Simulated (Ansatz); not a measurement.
# AlCl2H3OSi: taking an electron away

One table from this session's results is given with a row withheld; the runs are named, their logs left out.

Method: unrestricted cation, the program's frozen cores in correlated methods; program: Ansatz 0.2.0, Gaussian basis.

The runs, in order: UKS PBE-D4/def2-TZVPP; UKS r2SCAN-D4/def2-TZVPP; UKS PBE0-D4/def2-TZVPP; UKS B3LYP-D4/def2-TZVPP; UKS wB97X-V/def2-TZVPP; UKS wB97M-V/def2-TZVPP; UKS B2PLYP/def2-TZVPP; UHF-CCSD(T)/def2-TZVPP; UHF-MP2/def2-QZVPP; extrapolation to the limit; then −ε(HOMO) from the neutral's earlier runs with LDA (SPW92), PBE-D4, revPBE-D4, BLYP-D4, r2SCAN-D4, B97M-V, PBE0-D4, B3LYP-D4, r2SCANh-D4, r2SCAN0-D4, HSE06-D4, BHLYP-D4, CAM-B3LYP-D4, LC-ωPBE, ωB97X-V, ωB97M-V.

### The relaxed structure

All runs share one geometry, relaxed beforehand with PBE0-D4 in a triple-zeta def2 set.

8 atoms, charge 0, spin multiplicity 1.

Atoms are counted from 1 here; the program's logs count them from 0.

Bond lengths: Si1–O2 1.630 Å, Si1–H6 1.485 Å, Si1–H7 1.485 Å, Si1–H8 1.485 Å, O2–Al3 1.659 Å, Al3–Cl4 2.073 Å, Al3–Cl5 2.073 Å. Angles: O2–Si1–H6 109.8°, O2–Si1–H7 109.4°, O2–Si1–H8 109.8°, H6–Si1–H7 109.3°, H6–Si1–H8 109.2°, H7–Si1–H8 109.3°, Si1–O2–Al3 179.7°, O2–Al3–Cl4 120.3°, O2–Al3–Cl5 120.3°, Cl4–Al3–Cl5 119.4°.

Set-up of the first run:

in.yaml reads:

```yaml
crystal:
  periodic: [false, false, false]
  atoms:
    - {symbol: Si, position_ang: [0.040701, -0.861646, 1.239182]}
    - {symbol: O, position_ang: [0.013407, 0.057988, -0.106107]}
    - {symbol: Al, position_ang: [-0.022839, 0.997646, -1.472439]}
    - {symbol: Cl, position_ang: [-0.792791, 0.241625, -3.242084]}
    - {symbol: Cl, position_ang: [0.702594, 2.938709, -1.426946]}
    - {symbol: H, position_ang: [-0.074054, 0.003385, 2.441156]}
    - {symbol: H, position_ang: [1.319356, -1.615322, 1.295727]}
    - {symbol: H, position_ang: [-1.094274, -1.819484, 1.215611]}
basis:
  gaussian: {orbitals: def2-TZVPP}
total_charge: 1
magnetization: {spin_polarized: true, initial_magnetization: 1}
hamiltonian: {xc: pbe, dispersion: d4}
```

Command:

```console
$ ansatz run in.yaml --threads 2 --pin off --events-out ev --progress --plain --max-ram 22528MiB --backend cpu
```

Among the steps run: Cation, UKS PBE-D4/def2-TZVPP; Cation, UKS r2SCAN-D4/def2-TZVPP; Cation, UKS PBE0-D4/def2-TZVPP; Cation, UKS B3LYP-D4/def2-TZVPP; Cation, UKS wB97X-V/def2-TZVPP; Cation, UKS wB97M-V/def2-TZVPP; Cation, UKS B2PLYP (frozen core)/def2-TZVPP; Cation, UHF-CCSD(T)/def2-TZVPP; Cation, UHF-MP2/def2-QZVPP.

One table of the session follows, with a row left open; its other results are not shown here.

For comparison, −ε(HOMO) of the neutral from earlier runs:

| functional | −ε(HOMO) (eV) |
| --- | --- |
| LDA (SPW92) | 7.66 |
| PBE-D4 | 7.55 |
| revPBE-D4 | 7.51 |
| BLYP-D4 | 7.43 |
| r2SCAN-D4 | ? |
| B97M-V | 8.00 |
| PBE0-D4 | 8.99 |
| B3LYP-D4 | 8.75 |
| r2SCANh-D4 | 8.45 |
| r2SCAN0-D4 | 9.24 |
| HSE06-D4 | 8.59 |
| BHLYP-D4 | 10.34 |
| CAM-B3LYP-D4 | 10.40 |
| LC-ωPBE | 11.79 |
| ωB97X-V | 11.44 |
| ωB97M-V | 11.27 |

Estimate the missing values for r2SCAN-D4.

Worked estimate for «−ε(HOMO) (eV)». Against the share of exact exchange, r2SCANh-D4 (0.1, 8.45), r2SCAN0-D4 (0.25, 9.24) give a slope of 5.27 per unit share; at 0 the line stands at 7.92.

As computed: −ε(HOMO) (eV): 7.92. In «−ε(HOMO) (eV)» the line misses by 0.00.
